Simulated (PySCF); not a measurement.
# SnH4 (SMILES [H][Sn]([H])([H])[H]): levels of theory compared

Aim: a comparison of 6 runs (PBE/STO-3G, SVWN5/STO-3G, r2SCAN/STO-3G, UMP2/STO-3G, NEVPT2(2,2)/STO-3G, UCCSD(T)/STO-3G) of SnH4. The job is set up through a Python script.

Program for the calculation: PySCF 2.14.0.

1 further run of the same task is left out (set aside as unsound or not needed).

## (1) The molecule

SnH4: 5 atoms, total charge 0, spin state singlet. SMILES: `[H][Sn]([H])([H])[H]`. One bond was lengthened or shortened from a relaxed shape.

Bond lengths: Sn1–H2 1.639 Å, Sn1–H3 1.966 Å, Sn1–H4 1.639 Å, Sn1–H5 1.638 Å. Angles: H2–Sn1–H3 109.3°, H2–Sn1–H4 109.5°, H2–Sn1–H5 109.5°, H3–Sn1–H4 109.4°, H3–Sn1–H5 109.5°, H4–Sn1–H5 109.5°.

## (2) A single-point energy at PBE/STO-3G (run 1)

Contents of run.py:

```python
from pyscf import gto, dft

system = gto.M(
    atom='''
Sn      -0.309288      -0.002428       0.110384
H       -0.296308      -0.020668       1.749084
H        1.540690       0.010760      -0.554870
H       -1.088038       1.339882      -0.416276
H       -1.080248      -1.336338      -0.444876
''',
    charge=0,
    max_memory=1860,
    verbose=3,
    basis='sto-3g',
)

mf = dft.RKS(system, xc='pbe')
mf.conv_tol = 1e-10
mf.grids.level = 5
mf.kernel()
if not mf.converged:
    mf = mf.newton().run(mf.mo_coeff, mf.mo_occ)

e_final = mf.e_tot
print('Final energy', e_final)
```

On the command line:

```
$ OMP_NUM_THREADS=1 python run.py
```

Output:

```text
converged SCF energy = -5967.07204757024
Final energy -5967.072047570243
```

Run time: 3 s. Hardware: 1 thread of Arm Neoverse V2, shared host; peak memory 0.24 GiB.

## (3) The energy at SVWN5/STO-3G (run 2)

Contents of calc.py:

```python
from pyscf import gto, dft

mol = gto.M(
    atom='''
Sn      -0.309288      -0.002428       0.110384
H       -0.296308      -0.020668       1.749084
H        1.540690       0.010760      -0.554870
H       -1.088038       1.339882      -0.416276
H       -1.080248      -1.336338      -0.444876
''',
    basis='sto-3g',
    verbose=3,
    max_memory=1860,
)

mf = dft.RKS(mol, xc='svwn')
mf.grids.level = 5
mf.conv_tol = 1e-10
mf.kernel()
if not mf.converged:
    mf = mf.newton().run(mf.mo_coeff, mf.mo_occ)

e_tot = mf.e_tot
print(f'total energy: {e_tot:.8f} hartree')
```

On the command line:

```
$ OMP_NUM_THREADS=1 python calc.py
```

Output:

```text
converged SCF energy = -5961.89500834396
total energy: -5961.89500834 hartree
```

Wall time 1.8 s (1 thread of Arm Neoverse V2, shared host); peak memory 0.15 GiB.

Run 3 isn't shown in full; the table further down has it.

## (4) A single-point energy at UMP2/STO-3G (run 4)

Contents of job.py:

```python
from pyscf import gto, mp

molecule = gto.M(
    atom='''
Sn    -0.584470    -0.004588     0.208596
H     -0.559941    -0.039057     3.305290
H      2.911482     0.020333    -1.048552
H     -2.056094     2.532010    -0.786648
H     -2.041373    -2.525313    -0.840694
''',
    unit='bohr',
    basis='sto-3g',
    verbose=3,
    max_memory=1860,
    charge=0,
)

mf = molecule.UHF()
mf.conv_tol = 1e-10
mf.kernel()
if not mf.converged:
    mf = mf.newton().run(mf.mo_coeff, mf.mo_occ)
for _ in range(3):
    mo, _, stable, _ = mf.stability(return_status=True)
    if stable:
        break
    mf.kernel(mf.make_rdm1(mo, mf.mo_occ))

pt = mp.MP2(mf, frozen=18).run()
e_final = pt.e_tot
print('E = %.10f Eh' % e_final)
```

On the command line:

```
$ OMP_NUM_THREADS=1 python job.py
```

Output:

```text
converged SCF energy = -5965.58876503567  <S^2> = 1.4210855e-14  2S+1 = 1
<class 'pyscf.scf.uhf.UHF'> wavefunction is stable in the internal stability analysis
E(UMP2) = -5965.63338783298  E_corr = -0.0446227973080091
E(SCS-UMP2) = -5965.64179804228  E_corr = -0.0530330066097644
E = -5965.6333878330 Eh
```

It took 0.75 s on 1 thread of Arm Neoverse V2, shared host; peak memory 0.12 GiB.

Run 5 isn't shown in full; the table further down has it.

## (5) The energy at UCCSD(T)/STO-3G (run 6)

Contents of calc.py:

```python
from pyscf import gto, cc

system = gto.M(
    atom='''
Sn      -0.309288      -0.002428       0.110384
H       -0.296308      -0.020668       1.749084
H        1.540690       0.010760      -0.554870
H       -1.088038       1.339882      -0.416276
H       -1.080248      -1.336338      -0.444876
''',
    charge=0,
    max_memory=1860,
    verbose=4,
    basis='sto-3g',
)

mf = system.UHF()
mf.conv_tol = 1e-10
mf.kernel()
if not mf.converged:
    mf = mf.newton().run(mf.mo_coeff, mf.mo_occ)
for _ in range(3):
    mo, _, stable, _ = mf.stability(return_status=True)
    if stable:
        break
    mf.kernel(mf.make_rdm1(mo, mf.mo_occ))

mycc = cc.CCSD(mf, frozen=18)
mycc.kernel()
e_t = mycc.ccsd_t()
e_final = mycc.e_tot + e_t
print('E(%s) = %.9f' % ('CCSD(T)', e_final))
```

On the command line:

```
$ OMP_NUM_THREADS=1 python calc.py
```

Output:

```text
PySCF version 2.14.0

[INPUT] num. atoms = 5
[INPUT] num. electrons = 54
[INPUT] charge = 0
[INPUT] spin (= nelec alpha-beta = 2S) = 0
[INPUT] symmetry False subgroup None
[INPUT] Mole.unit = angstrom
[INPUT] Symbol           X                Y                Z      unit          X                Y                Z       unit  Magmom
[INPUT]  1 Sn    -0.309288000000  -0.002428000000   0.110384000000 AA   -0.584469613614  -0.004588255030   0.208595528534 Bohr   0.0
[INPUT]  2 H     -0.296308000000  -0.020668000000   1.749084000000 AA   -0.559940968518  -0.039056859543   3.305289728859 Bohr   0.0
[INPUT]  3 H      1.540690000000   0.010760000000  -0.554870000000 AA    2.911482142856   0.020333453100  -1.048552334737 Bohr   0.0
[INPUT]  4 H     -1.088038000000   1.339882000000  -0.416276000000 AA   -2.056093833120   2.532010019234  -0.786647632229 Bohr   0.0
[INPUT]  5 H     -1.080248000000  -1.336338000000  -0.444876000000 AA   -2.041372866609  -2.525312829849  -0.840693799392 Bohr   0.0

[... 68 lines left out ...]
converged SCF energy = -5965.58876505601  <S^2> = 3.5527137e-15  2S+1 = 1
[... 3 lines left out ...]
******** <class 'pyscf.cc.uccsd.UCCSD'> ********
CC2 = 0
CCSD nocc = (np.int64(9), np.int64(9)), nmo = (13, 13)
frozen orbitals 18
max_cycle = 50
direct = 0
conv_tol = 1e-07
conv_tol_normt = 1e-06
diis_space = 6
diis_start_cycle = 0
diis_start_energy_diff = 1e+09
Init t2, MP2 energy = -0.0446227940766953
Init E_corr(UCCSD) = -0.0446227940766973
cycle = 1  E_corr(UCCSD) = -0.0600137186542501  dE = -0.0153909246  norm(t1,t2) = 0.0601708
cycle = 2  E_corr(UCCSD) = -0.065794849225151  dE = -0.00578113057  norm(t1,t2) = 0.0239668
cycle = 3  E_corr(UCCSD) = -0.0694774170735697  dE = -0.00368256785  norm(t1,t2) = 0.00986881
cycle = 4  E_corr(UCCSD) = -0.0694586850198024  dE = 1.87320538e-05  norm(t1,t2) = 0.00126714
cycle = 5  E_corr(UCCSD) = -0.0694808558071787  dE = -2.21707874e-05  norm(t1,t2) = 0.000222691
cycle = 6  E_corr(UCCSD) = -0.0694817297193953  dE = -8.73912217e-07  norm(t1,t2) = 4.57506e-05
cycle = 7  E_corr(UCCSD) = -0.06948123661101  dE = 4.93108385e-07  norm(t1,t2) = 1.08291e-05
cycle = 8  E_corr(UCCSD) = -0.0694814345635451  dE = -1.97952535e-07  norm(t1,t2) = 1.79629e-06
cycle = 9  E_corr(UCCSD) = -0.0694814623509343  dE = -2.77873892e-08  norm(t1,t2) = 6.57122e-07
UCCSD converged
E(UCCSD) = -5965.658246518357  E_corr = -0.06948146235093428
UCCSD(T) correction = -0.000425211504819031
E(CCSD(T)) = -5965.658671730
```

It took 0.86 s on 1 thread of Arm Neoverse V2, shared host; peak memory 0.12 GiB.

## (6) Overview of the runs

| run | level | integration grid | frozen core orbitals | energy (Eh) | dipole moment (D) of the reference | HOMO energy (eV) | LUMO energy (eV) | wall time |
| --- | --- | --- | --- | --- | --- | --- | --- | --- |
| 1 | PBE/STO-3G | 5 | – | -5967.072048 | 0.21 | -5.25 | 4.27 | 3 s |
| 2 | SVWN5/STO-3G | 5 | – | -5961.895008 | 0.15 | -5.18 | 4.33 | 1.8 s |
| 3 | r2SCAN/STO-3G | 5 | – | -5967.879212 | 0.22 | -5.59 | 4.61 | 4.2 s |
| 4 | UMP2/STO-3G | – | 18 | -5965.633388 | 0.23 | -9.34 | 10.12 | 0.75 s |
| 5 | NEVPT2(2,2)/STO-3G | – | – | -5965.642974 | 0.23 | -9.34 | 10.12 | 0.87 s |
| 6 | UCCSD(T)/STO-3G | – | 18 | -5965.658672 | 0.23 | -9.34 | 10.12 | 0.86 s |

## (7) Results

| quantity | value |
| --- | --- |
| run 6: total energy | -5965.65867 Eh |
| run 6: dipole moment (Hartree–Fock density) | 0.23 D |
| run 6: HOMO energy (Hartree–Fock orbitals) | -9.34 eV |
| run 6: LUMO energy (Hartree–Fock orbitals) | 10.12 eV |
| run 6: HOMO–LUMO gap (Hartree–Fock orbitals) | 19.46 eV |
| run 6: correlation energy (18 core orbitals frozen) | -69.9 mEh |
| run 6: (T) correction | -0.43 mEh |
| run 6: T1 diagnostic | 0.004 |

Over runs 1, 2, 3 the dipole moment (its size) runs from 0.15 D (SVWN5/STO-3G) to 0.22 D (r2SCAN/STO-3G). Over runs 1, 2, 3 the HOMO–LUMO gap runs from 9.51 eV (SVWN5/STO-3G) to 10.20 eV (r2SCAN/STO-3G). Totals of different functionals can't be ranked against each other. In runs 1, 2, 3, 4, 5, 6 the basis is minimal, so the values are rough. In runs 1, 2, 3, 4, 5, 6 relativity is left out where basis or elements ask for it. All runs together took 11 s, the longest 4.2 s.
